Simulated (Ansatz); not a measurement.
# Mo (bcc type): the cost of one run

Program: Ansatz 0.2.0. Level of theory: DFT PBE, with the methods named in each step. These are calculated values, not measurements.

## 1. The system as given

Symmetry: Im-3m, No. 229, cubic system. The conventional cell has a = 3.161 Å, b = 3.161 Å, c = 3.161 Å, α = 90.00°, β = 90.00°, γ = 90.00°. Mo (site symmetry m-3m) has 8 Mo at 2.74 Å as nearest neighbours.

As a file:

```
Mo
1.0
     0.00000    3.16084   -3.16084
    -3.16084    0.00000    3.16084
     1.58042    1.58042    1.58042
Mo
3
Direct
  0.00000 0.00000 0.00000
  0.33333 0.66667 0.33333
  0.66667 0.33333 0.66667
```

Atoms are numbered in the order of the input: Mo1, Mo2, Mo3.

## 2. Bulk in the slab's orientation, LAPW

The input, input.yaml:

```yaml
crystal:
  lattice:
    - [0.0, 3.1608399145, -3.1608399145]
    - [-3.1608399145, 0.0, 3.1608399145]
    - [1.5804199573, 1.5804199573, 1.5804199573]
  atoms:
    - { symbol: Mo, position: [0.0, 0.0, 0.0] }
    - { symbol: Mo, position: [0.333333333, 0.666666667, 0.333333333] }
    - { symbol: Mo, position: [0.666666667, 0.333333333, 0.666666667] }
kpoints:
  mp_grid: { grid: [10, 10, 13] }
scf:
  occupations: { method: fermi_dirac, width: 0.1 }
hamiltonian:
  xc: pbe
  pseudopotentials: { kind: all_electron, lapw: { basis_error: 0.001 } }
output:
  forces: true
  stress: true
  eigenvalues: true
```

On the command line:

```
$ ansatz run input.yaml --threads 1 --pin off --max-ram 3584MiB --backend cpu --events-out ev --progress --plain --runs-dir out
```

**Question.** How long does this run take on 1 thread of Arm Neoverse V1, shared host, and how much memory does it need?

About 95 s, with a peak of 0.85 GiB.
